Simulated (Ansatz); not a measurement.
# Nudged elastic band run: Zn12H

Input file:

```yaml
crystal:
  lattice:
    - [5.32, 0.0, 0.0]
    - [-3.99, 6.910883, 0.0]
    - [0.0, 0.0, 4.93696]
  atoms:
    - { symbol: Zn, position: [-0.01466214, 0.00502767, 0.00576885] }
    - { symbol: Zn, position: [0.1272813, 0.21547837, 0.48385323] }
    - { symbol: Zn, position: [-0.01264438, 0.34230366, 0.01065953] }
    - { symbol: Zn, position: [0.15491857, 0.56261711, 0.51895407] }
    - { symbol: Zn, position: [-0.01069023, 0.67587426, 0.00706881] }
    - { symbol: Zn, position: [0.16116523, 0.90023995, 0.52012176] }
    - { symbol: Zn, position: [0.48726353, 0.0078554, 0.01747858] }
    - { symbol: Zn, position: [0.66361331, 0.22215968, 0.50627678] }
    - { symbol: Zn, position: [0.4873027, 0.34050024, 0.02657657] }
    - { symbol: Zn, position: [0.67553492, 0.58660862, 0.48209974] }
    - { symbol: Zn, position: [0.48434079, 0.67330493, 0.01038962] }
    - { symbol: Zn, position: [0.64432172, 0.89117616, 0.52409114] }
    - { symbol: H, position: [0.48624207, 0.34890636, 0.63134134] }
basis:
  ecutwfc: 420.0
kpoints:
  mp_grid: { grid: [5, 3, 4] }
hamiltonian:
  xc: pbe
scf:
  occupations: { method: gaussian, width: 0.15 }
  lower_state_search: "off"
neb:
  images: 5
  f_tol: 0.03
  initial_path: linear
  max_iterations: 52
  spring: 10.0
  final_atoms:
    - { symbol: Zn, position: [0.00181121, 0.00033918, 0.00597568] }
    - { symbol: Zn, position: [0.15685586, 0.21144197, 0.50098227] }
    - { symbol: Zn, position: [-0.00701869, 0.32821296, -0.03386205] }
    - { symbol: Zn, position: [0.15948719, 0.56170335, 0.52069838] }
    - { symbol: Zn, position: [0.00130658, 0.66444353, 0.02871347] }
    - { symbol: Zn, position: [0.17323078, 0.89347004, 0.49842335] }
    - { symbol: Zn, position: [0.49909807, -0.00218624, 0.00701033] }
    - { symbol: Zn, position: [0.66413883, 0.22077514, 0.48064919] }
    - { symbol: Zn, position: [0.50393437, 0.33157482, -0.03907293] }
    - { symbol: Zn, position: [0.68103316, 0.5636264, 0.50167318] }
    - { symbol: Zn, position: [0.50812464, 0.67190802, -0.04070728] }
    - { symbol: Zn, position: [0.66467627, 0.89010738, 0.49293809] }
    - { symbol: H, position: [0.32131937, 0.44258815, 0.33441624] }
  order_check: true
```

Launched with:

```bash
$ ansatz run input.yaml --threads 4 --pin off --max-ram 10240MiB --backend cpu --events-out ev --progress --plain --runs-dir out
```

Output, in part (warnings, iteration lines):

```
NEB end point (image 0): max|allowed force component| = 1.267e-2 eV/Å (the criterion of neb.relax_end_points is 1.000e-2)
NEB end point (image 6): max|allowed force component| = 1.492e-2 eV/Å (the criterion of neb.relax_end_points is 1.000e-2)
NEB iter   1: max|band force component| = 2.860e0 eV/Å  barrier→ = 0.8613 eV  barrier← = 0.7292 eV  Δτ_max = 0.0779 Å  (62 SCF iters)
NEB iter   2: max|band force component| = 1.458e0 eV/Å  barrier→ = 0.4923 eV  barrier← = 0.3603 eV  Δτ_max = 0.1092 Å  (39 SCF iters)
NEB iter   3: max|band force component| = 3.086e-1 eV/Å  barrier→ = 0.3005 eV  barrier← = 0.1684 eV  CI = image 3  Δτ_max = 0.1467 Å  (40 SCF iters)
NEB iter   4: max|band force component| = 1.477e-1 eV/Å  barrier→ = 0.2604 eV  barrier← = 0.1284 eV  CI = image 3  Δτ_max = 0.1932 Å  (39 SCF iters)
NEB iter   5: max|band force component| = 2.329e-1 eV/Å  barrier→ = 0.1992 eV  barrier← = 0.0671 eV  CI = image 3  Δτ_max = 0.0979 Å  (42 SCF iters)
NEB iter   6: max|band force component| = 2.137e-1 eV/Å  barrier→ = 0.1565 eV  barrier← = 0.0244 eV  CI = image 3  Δτ_max = 0.0987 Å  (37 SCF iters)
NEB iter   7: max|band force component| = 4.505e-1 eV/Å  barrier→ = 0.1285 eV  barrier← = -0.0035 eV  CI = image 5  Δτ_max = 0.1850 Å  (37 SCF iters)
NEB iter   8: max|band force component| = 1.168e-1 eV/Å  barrier→ = 0.1297 eV  barrier← = -0.0023 eV  CI = image 5  Δτ_max = 0.0599 Å  (35 SCF iters)
NEB iter   9: max|band force component| = 5.356e-2 eV/Å  barrier→ = 0.1302 eV  barrier← = -0.0019 eV  CI = image 5  Δτ_max = 0.1402 Å  (33 SCF iters)
NEB iter  10: max|band force component| = 8.639e-2 eV/Å  barrier→ = 0.1304 eV  barrier← = -0.0017 eV  CI = image 5  Δτ_max = 0.0504 Å  (36 SCF iters)
NEB iter  11: max|band force component| = 3.181e-2 eV/Å  barrier→ = 0.1305 eV  barrier← = -0.0016 eV  CI = image 5  Δτ_max = 0.0588 Å  (33 SCF iters)
NEB iter  12: max|band force component| = 2.836e-2 eV/Å  barrier→ = 0.1306 eV  barrier← = -0.0015 eV  CI = image 5  CI's point: of a kind that is not told: the force calls were inconclusive, a negative curvature could not be distinguished from the path's own, the only one lies far off the path, or fixed occupations may fill a level only in part  Δτ_max = 0.0000 Å  (310 SCF iters)
```

It converged. The highest image is an end point: on this band no image between the ends rises above it. Between wells the path still climbs a hump at image 1, 0.04 eV above the well before it. Limits of this set-up: coarse k mesh, odd electron count without spin, a small cell, in which the defect meets its images, a typed lattice constant that wasn't relaxed here.

Final band:

```
image  path coordinate (Å)  energy (eV)
    0                 0.00        0.000
    1                 0.58        0.042
    2                 1.15        0.011
    3                 1.73        0.034
    4                 2.31        0.105
    5                 2.89        0.131
    6                 3.14        0.132
```

Time of the run: 33 min on 4 threads of Arm Neoverse V1, with other jobs on the host, peak memory 3 GiB.
